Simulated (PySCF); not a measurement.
# CBr: bond curves at several levels of theory

One table from this session's results is given with a row withheld; the runs are named, their logs left out.

The runs use PySCF 2.14.0; C def2-SVP, Br def2-SVP, no relativity.

The first run:

A driver script around PySCF takes these settings:

```yaml
atoms: C, Br
charge: 0
basis: C def2-SVP, Br def2-SVP
Hamiltonian: no relativity
basis_functions: 46
electrons_treated: 41
masses_in_u: 12.0000, 78.9183
levels: PBE0, PBE, r²SCAN, BLYP, MN15, r²SCANh, HSE06, HF, MP2, SCS-MP2, CCSD, CCSD(T)
grid: 80 radial by 434 angular points
occupations: held fixed by the projection of orbital angular momentum
dissociation_limit: C + Br, each in its ground configuration
starting_distance_in_angstrom: 1.825
values_of_2S_to_try: 1, 3
```

The run is started by

```bash
$ OMP_NUM_THREADS=1 python dia.py task.json out
```

Among the steps run: Input; The PBE0 curve of the state that the search chose; Higher solutions at PBE0; PBE (GGA); r²SCAN; BLYP (GGA); MN15 (hybrid meta-GGA); r²SCANh; HSE06 (range-separated hybrid); UHF (mean field); Correlated methods on the Hartree–Fock reference.

One table of the session follows, with a row left open; its other results are not shown here.

It belongs to the step «Constants by level of theory». 

```
      level  Re (Å)  ωe (cm⁻¹)  De (eV)
        UHF   1.832        732     1.57
    UHF-MP2   1.811        761     3.12
UHF-SCS-MP2   1.819        745     2.98
   UHF-CCSD       ?          ?        ?
UHF-CCSD(T)   1.831        726     3.11
        PBE   1.834        723     4.12
       BLYP   1.855        689     3.84
     r²SCAN   1.828        731     3.73
    r²SCANh   1.822        740     3.60
       PBE0   1.816        753     3.69
      HSE06   1.819        749     3.69
       MN15   1.807        758     3.54
```

Estimate the missing values for UHF-CCSD.

The run gave: Re (Å): 1.827; ωe (cm⁻¹): 735; De (eV): 2.93. In the column «Re (Å)» it lies between r²SCANh (1.822) and r²SCAN (1.828).
